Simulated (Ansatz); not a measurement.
# CrSb2C2: the cost of one run

Program: Ansatz 0.2.0. Level of theory: DFT PBE, scalar-relativistic, plane waves, PAW. These are calculated values, not measurements.

### Step 1. Starting point

It takes space group Cmmm (No. 65, orthorhombic). The conventional cell has a = 5.235 Å, b = 6.905 Å, c = 5.458 Å, α = 90.00°, β = 90.00°, γ = 90.00°. Around Cr (site symmetry mmm) lie 4 Sb at 2.62 to 2.73 Å. Sb (site symmetry mmm) has 2 Cr at 2.62 Å and 4 C at 2.83 Å in its first shell of neighbours. Sb (site symmetry mmm) is surrounded by 2 C at 1.85 Å. Around C (site symmetry 2mm) lie 1 C at 1.53 Å and 1 Sb at 1.85 Å.

Coordinates:

```cif
data_structure
_symmetry_space_group_name_H-M 'Cmmm'
_symmetry_Int_Tables_number 65
_cell_length_a 5.2354
_cell_length_b 6.9050
_cell_length_c 5.4580
_cell_angle_alpha 90.000
_cell_angle_beta 90.000
_cell_angle_gamma 90.000
_cell_volume 197.31
loop_
_atom_site_label
_atom_site_type_symbol
_atom_site_symmetry_multiplicity
_atom_site_Wyckoff_symbol
_atom_site_fract_x
_atom_site_fract_y
_atom_site_fract_z
_atom_site_occupancy
Cr1 Cr 2 a 0.00000 0.00000 0.00000 1
Sb1 Sb 2 b 0.50000 0.00000 0.00000 1
Sb2 Sb 2 d 0.00000 0.00000 0.50000 1
C1 C 4 h 0.35380 0.00000 0.50000 1
```

The cell is invented: random cell by space group and Wyckoff sites (Cmmm, No. 65). Lengths come from tabulated atomic sizes and are only a guess.

### Step 2. Probe: one point on a coarse mesh

Contents of input.yaml:

```yaml
crystal:
  lattice:
    - [2.61771299, -3.45252203, 0.0]
    - [2.61771299, 3.45252203, 0.0]
    - [0.0, 0.0, 5.45801913]
  atoms:
    - { symbol: Cr, position: [0.0, 0.0, 0.0], spin: 3.0 }
    - { symbol: Sb, position: [0.5, 0.5, 0.0] }
    - { symbol: Sb, position: [0.0, 0.0, 0.5] }
    - { symbol: C, position: [0.35379608, 0.35379608, 0.5] }
    - { symbol: C, position: [0.64620392, 0.64620392, 0.5] }
basis:
  ecutwfc: 420
kpoints:
  mp_grid: { grid: [4, 4, 4] }
hamiltonian:
  xc: pbe
scf:
  occupations: { method: gaussian, width: 0.1 }
  lower_state_search: "off"
output:
  forces: true
  stress: true
  eigenvalues: true
  populations: true
magnetization:
  spin_polarized: true
```

On the command line:

```sh
ansatz run input.yaml --threads 1 --pin off --max-ram 2560MiB --backend cpu --events-out ev --progress --plain --runs-dir out
```

What time and memory should one allow on 1 thread of Intel Xeon at 2.60GHz (Ice Lake), shared host?

About 8.6 s, with a peak of 0.48 GiB.
